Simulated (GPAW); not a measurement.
A run of GPAW 26.7.0 is set up as follows.

run.py

```python
from ase import Atoms
from ase.calculators.mixing import SumCalculator
from ase.filters import FrechetCellFilter
from ase.io import write
from ase.optimize import BFGS
from dftd3.ase import DFTD3
from gpaw import GPAW, PW, setup_paths

setup_paths.insert(0, '.')

atoms = Atoms(['Sn', 'Al'],
              cell=[[4.1981056157, 0.0, 0.0],
                    [-2.0990528078, 3.6356661109, 0.0],
                    [0.0, 0.0, 3.306847]],
              scaled_positions=[[0.3333333333, 0.6666666667, 0.5],
                                [0.0, 0.0, 0.0]],
              pbc=True)

calc = GPAW(mode=PW(600),
            xc='PBEsol',
            kpts={'size': (6, 6, 7), 'gamma': True},
            occupations={'name': 'fermi-dirac', 'width': 0.05},
            nbands=17,
            convergence={'density': 1e-05, 'forces': 0.0001},
            maxiter=150,
            txt='gpaw.txt')
atoms.calc = SumCalculator([calc, DFTD3(damping='d3bj', params_tweaks=dict(method='pbesol', atm=True))])
opt = BFGS(FrechetCellFilter(atoms), trajectory='relax.traj', logfile='-')
done = opt.run(fmax=0.02, steps=60)
calc.write('gs.gpw')
write('result.traj', atoms)
print('Converged:', done)
print('Cell:', atoms.cell.cellpar().round(4))
print('Volume:', round(atoms.get_volume(), 4))
print(atoms.get_scaled_positions().round(5))
```

Potentials or basis: PAW data sets generated in the run's folder for this functional, pw.

Run with:

```console
$ gpaw-setup -f PBEsol Al Sn
$ OMP_NUM_THREADS=1 python run.py
```

Question: Predict the space group after relaxing (to 0.05 Å).

Answer: P-6m2 (No. 187).

Question: Predict the relaxed volume.

Answer: 23.47 Å³/atom.

Step by step:
| step | energy change (eV) | largest force (eV/Å) | pressure (GPa) | volume (Å³) |
| --- | --- | --- | --- | --- |
| 1 | 0.0000 | 0.0000 | -4.17 | 50.47 |
| 2 | -0.0215 | 0.0000 | -3.48 | 49.77 |
| 3 | -0.0645 | 0.0000 | 0.51 | 46.61 |
| 4 | -0.0653 | 0.0000 | -0.07 | 46.99 |
| 5 | -0.0653 | 0.0000 | 0.01 | 46.94 |

Caveat: later steps reuse the first step's grids; pairwise dispersion overbinds metals, which lowers pressure and volume.
